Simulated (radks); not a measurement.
**The Coulomb parameter U of the 4f shell of Pm⁺**

The task here is to estimate one member of a computed series from the others.

The numbers are computed with radks (a radial shooting solver on a logarithmic mesh, Libxc functionals) version 1 (scalar-relativistic Kohn-Sham, PBE, spin-unpolarised, spherical densities, finite nucleus), except any that are marked as measured or tabulated.

### What is computed

```
element            : promethium (Z = 61)
charge             : +1
electrons          : 60
configuration      : [Xe] 4f3 5d2 6s1
nuclear rms radius : 4.962 fm
```

Outer shells as boxes (Hund's rule):

Pm⁺
```
[Xe] core
4f [↑ ][↑ ][↑ ][  ][  ][  ][  ]
5d [↑ ][↑ ][  ][  ][  ]
6s [↑ ]
```

Set-up of the first run:

The run's settings:

```text
Z 61
configuration [Xe] 4f3 5d2 6s1
relativity scalar-relativistic
functional pbe,pbe
spin unpolarised
nucleus finite rms 4.962 fm
c 137.035999084
```

Steps of the session up to this table: Start: [Xe] 4f3 5d2 6s1.

One table of the session follows, with a row left open; its other results are not shown here.

It belongs to the step «Start: [Xe] 4f3 5d2 6s1». From the orbitals of this run (lengths in bohr):

```
level     <r>  outermost maximum (interpolated)  90 % within  nodes
   4s  0.5907                             0.551        0.847      3
   4p  0.6243                             0.575        0.907      2
   4d  0.6801                             0.600         1.02      1
   5s   1.391                              1.26         1.99      4
   5p       ?                                 ?            ?      ?
   4f  0.8918                             0.616         1.50      0
   5d   2.433                              1.91         3.78      2
   6s   3.682                              3.25         5.32      5
```

Estimate the missing values for 5p.

The run gave: <r>: 1.604; outermost maximum (interpolated): 1.41; 90 % within: 2.34; nodes: 3. In the column «<r>» it lies between 5s (1.391) and 5d (2.433).
